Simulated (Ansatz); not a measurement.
**CH2FNOSi (SMILES O=C=N[SiH2]F): HF/STO-3G**

What is the vertical ionisation energy of CH2FNOSi at HF/STO-3G? 

The results are computed with Ansatz 0.2.0.

153 further runs of the same task are left out: 153 set aside as unsound or not needed.

**1. Starting point**

The species is CH2FNOSi (7 atoms), meant as a singlet with charge 0. SMILES: `O=C=N[SiH2]F`. The shape is that of a PBE0-D4/def2-TZVP optimisation. This is one conformer, not always the lowest.

Bond lengths: O1–C2 1.162 Å, C2–N3 1.195 Å, N3–Si4 1.694 Å, Si4–F5 1.591 Å, Si4–H6 1.475 Å, Si4–H7 1.475 Å. Angles: O1–C2–N3 178.4°, C2–N3–Si4 166.0°, N3–Si4–F5 109.2°, N3–Si4–H6 109.0°, N3–Si4–H7 109.0°, F5–Si4–H6 108.2°, F5–Si4–H7 108.2°, H6–Si4–H7 113.2°.

**2. A single-point energy at HF/STO-3G**

Input file molecule.yaml:

```yaml
crystal:
  periodic: [false, false, false]
  atoms:
    - {symbol: O, position_ang: [-0.573800, -2.908000, -0.552000]}
    - {symbol: C, position_ang: [-0.306900, -1.816900, -0.256100]}
    - {symbol: N, position_ang: [-0.019000, -0.706200, 0.076100]}
    - {symbol: Si, position_ang: [0.212100, 0.968300, 0.188900]}
    - {symbol: F, position_ang: [-0.420200, 1.671000, -1.091000]}
    - {symbol: H, position_ang: [-0.490300, 1.470300, 1.384800]}
    - {symbol: H, position_ang: [1.659300, 1.253600, 0.203700]}
basis:
  gaussian: {orbitals: STO-3G}
hamiltonian: {xc: hf}
accuracy: high
output: {orbitals: {seedname: orbitals}}
```

Launch:

```console
ansatz run molecule.yaml --threads 1 --pin off --max-ram 3480MiB --events-out events.jsonl --progress --plain --runs-dir runs
```

Standard output:

```text
Warning: RAYON_NUM_THREADS=1 ignored (pool sized by the plan → 1); use --threads N
Functional definition: HF
  name "HF"
  exchange = exact_x
  correlation = 0
601 factors; integrals over basis functions are off by at most 3.0e-8 eV
mean field evaluation 1: about -14957.4112 eV, gradient 3.3e1 eV
mean field evaluation 2: about -14957.4861 eV, gradient 3.4e1 eV
mean field evaluation 4: about -14960.9117 eV, gradient 4.0e0 eV
mean field evaluation 8: about -14960.9588 eV, gradient 6.5e-2 eV
mean field -14960.95883568 eV, -549.8050963092 hartree, gradient 1.3e-8 eV, S^2 0.000000; 0 other end points of the search recorded, 0 dependent functions left out
reference -14960.95883568 eV, -549.8050963092 hartree; 23, 23 occupied and 8, 8 virtual orbitals, 601 factors
Total energy: -14960.95883568 eV, -549.8050963092 hartree
```

Run time: 0.29 s. Hardware: 1 thread of Arm Neoverse V1, shared host.

**3. The doublet cation at the same level**

Input file in.yaml:

```yaml
crystal:
  periodic: [false, false, false]
  atoms:
    - {symbol: O, position_ang: [-0.573800, -2.908000, -0.552000]}
    - {symbol: C, position_ang: [-0.306900, -1.816900, -0.256100]}
    - {symbol: "N", position_ang: [-0.019000, -0.706200, 0.076100]}
    - {symbol: Si, position_ang: [0.212100, 0.968300, 0.188900]}
    - {symbol: F, position_ang: [-0.420200, 1.671000, -1.091000]}
    - {symbol: H, position_ang: [-0.490300, 1.470300, 1.384800]}
    - {symbol: H, position_ang: [1.659300, 1.253600, 0.203700]}
basis:
  gaussian: {orbitals: STO-3G}
output: {orbitals: {seedname: orbitals}}
accuracy: high
total_charge: 1
hamiltonian: {xc: hf}
magnetization: {spin_polarized: true, initial_magnetization: 1}
```

Launch:

```console
ansatz run in.yaml --threads 1 --pin off --max-ram 3480MiB --events-out events.jsonl --progress --plain --runs-dir runs
```

Standard output:

```text
Warning: RAYON_NUM_THREADS=1 ignored (pool sized by the plan → 1); use --threads N
Functional definition: HF
  name "HF"
  exchange = exact_x
  correlation = 0
600 factors; integrals over basis functions are off by at most 3.0e-8 eV
mean field evaluation 1: about -14946.7024 eV, gradient 2.7e1 eV
mean field evaluation 2: about -14946.7693 eV, gradient 2.7e1 eV
mean field evaluation 4: about -14953.0724 eV, gradient 6.2e0 eV
mean field evaluation 8: about -14954.2982 eV, gradient 7.5e-1 eV
mean field evaluation 16: about -14954.3045 eV, gradient 4.5e-6 eV
mean field evaluation 32: about -14953.3716 eV, gradient 6.7e0 eV
mean field evaluation 64: about -14954.2247 eV, gradient 7.7e-2 eV
mean field evaluation 96: about -14954.3164 eV, gradient 1.2e-3 eV
mean field -14954.30451767 eV, -549.5605546326 hartree, gradient 3.6e-8 eV, S^2 0.943387; 2 other end points of the search recorded, 0 dependent functions left out
reference -14954.30451767 eV, -549.5605546326 hartree; 23, 22 occupied and 8, 9 virtual orbitals, 600 factors
Total energy: -14954.30451767 eV, -549.5605546326 hartree
```

Run time: 0.87 s. Hardware: 1 thread of Arm Neoverse V1, shared host.

**4. Outcome**

Level: HF/STO-3G.

```
                                          quantity          value
                    singlet CH2FNOSi: total energy  -549.80510 Eh
                     singlet CH2FNOSi: HOMO energy       -8.44 eV
                     singlet CH2FNOSi: LUMO energy        9.55 eV
                   singlet CH2FNOSi: HOMO–LUMO gap       18.00 eV
                      doublet cation: total energy  -549.56055 Eh
doublet cation: HOMO energy (highest over α and β)      -16.39 eV
 doublet cation: LUMO energy (lowest over α and β)       -4.92 eV
                              doublet cation: ⟨S²⟩          0.943
vertical ionisation energy (to the doublet cation)       6.654 eV
```

In words: Removing an electron at fixed nuclei costs 6.65 eV (642 kJ/mol). −ε(HOMO) before ionisation, 8.44 eV, is 1.79 eV above this ionisation energy. In a minimal basis such a difference can be off by several eV, whatever the method. ⟨S²⟩ (doublet cation) is 0.94 where a pure doublet has 0.75: the reference is spin-contaminated.
